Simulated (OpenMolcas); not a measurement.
# Two attempts at InN2H4 (SMILES [NH2][In][NH2])

Wanted: the energy of InN2H4, USVWN/ANO-RCC-VDZ (DKH2, RICD fitting, electric field -0.01 a.u., field axis z).

Program for the calculation: OpenMolcas 26.06.

7 further runs of the same task are left out: 7 set aside as unsound or not needed.

**1. The structure to begin with**

The species is InN2H4 (7 atoms), meant as a doublet with charge 0. As SMILES, `[NH2][In][NH2]`. Geometry: a GFN2-xTB relaxation, a rough one for these elements and not checked as a minimum. This is one conformer, not always the lowest.

Bond lengths: N1–In2 2.185 Å, In2–N3 2.185 Å, N1–H4 1.017 Å, N1–H5 1.018 Å, N3–H6 1.017 Å, N3–H7 1.017 Å. Angles: N1–In2–N3 105.4°, In2–N1–H4 115.9°, In2–N1–H5 106.6°, In2–N3–H6 115.8°, In2–N3–H7 106.7°, H4–N1–H5 105.6°, H6–N3–H7 105.5°.

**2. The input as first written**

The input, coord.xyz:

```xyz
7

N     -1.589070     0.545230    -0.462220
In    -0.360410    -0.437980     1.053550
N      1.666770    -0.453800     0.238780
H     -2.594820     0.480500    -0.328850
H     -1.399520     0.071270    -1.342680
H      2.404170    -0.704450     0.892740
H      1.872890     0.499240    -0.051330
```

The input, test.input:

```
* H4InN2 Kohn-Sham DFT
&GATEWAY
Coord
coord.xyz
Basis
ANO-RCC-VDZ
Group
NoSym
RICD
aCD
&SEWARD
&FFPT
Dipole
Z 0.01
&SCF
UHF
Spin
2
KSDFT
SVWN
PrOrbitals
1 1
```

On the command line:

```bash
$ export MOLCAS_MEM=1
$ pymolcas test.input > test.log
```

Standard output:

```text
--- Start Module: gateway ---

                                              &GATEWAY

                       available to each process: 1.0 MB of memory, 1 thread

---------------------------------------------------------------------------------------------
  Nr.	 Label		Type		Offset		Length	   Atime	  Address
---------------------------------------------------------------------------------------------
  1	FILETABL    	CHAR	-85748387279624	       26929           5	[0xaaaade646060]
---------------------------------------------------------------------------------------------
Maximal available memory for Molcas = 973071
 ?mma_allo_?D: error: out-of-memory
 label: dbsc
  available (kB):          973
  required  (kB):         1456

--- Stop Module: gateway /rc=-6 ---

.########################.
.# Non-zero return code #.
.########################.

    Timing: Wall=0.07 User=0.02 System=0.01
```

Run time: 0.26 s. Hardware: 1 thread of Arm Neoverse V2, shared host.

**3. What went wrong**

The program stopped with an error.

The telling line is `?mma_allo_?D: error: out-of-memory`. The fault: too little memory is allowed.

**4. The mended input**

coord.xyz is that of step 2.

The input, test.inp:

```
* H4InN2 Kohn-Sham DFT
>>> EXPORT MOLCAS_PRINT=2

&GATEWAY
  Coord=coord.xyz
  Basis=ANO-RCC-VDZ
  Group=NoSym
  RICD
  aCD

&SEWARD

&FFPT
  Dipole
  Z 0.01

&SCF
  UHF
  Spin=2
  KSDFT=SVWN
  PrOrbitals=0
```

On the command line:

```bash
$ export MOLCAS_MEM=800
$ pymolcas test.inp > test.log
```

Standard output:

```text
--- Start Module: gateway ---
[...]
--- Stop Module: gateway /rc=_RC_ALL_IS_WELL_ ---
[...]
      Basis functions           57
[...]
--- Start Module: ffpt ---
[...]
--- Stop Module: ffpt /rc=_RC_ALL_IS_WELL_ ---
--- Start Module: scf ---
[...]
       Convergence after  16 Iterations
[...]
::    Total KS-DFT energy                           -5986.3445667938
[...]
      Total spin, S                                     0.5013347456
[...]
      Total electronic charge=   67.000000
      Total            charge=   -0.000000
[...]
      Dipole Moment (debye):
      Origin of the operator (angstrom)=   -0.2725   -0.3314    0.7969
                   X= -2.6631E-01               Y=  1.1512E-02               Z= -9.4072E-01           Total=  9.7776E-01
      Quadrupole Moment (debye*angstrom):
[...]
--- Stop Module: scf /rc=_RC_ALL_IS_WELL_ ---
[...]
```

Wall time 9.6 s (1 thread of Arm Neoverse V2, shared host); peak memory 0.24 GiB.

**5. Outcome**

Level: USVWN/ANO-RCC-VDZ (DKH2, RICD fitting, electric field -0.01 a.u., field axis z).

| quantity | value |
| --- | --- |
| total energy | -5986.34457 Eh |
| dipole moment | 0.98 D |
| ⟨S²⟩ | 0.753 |

In words: Mulliken charges run from -0.63 on N1 to +0.42 on In2; they depend strongly on the basis.
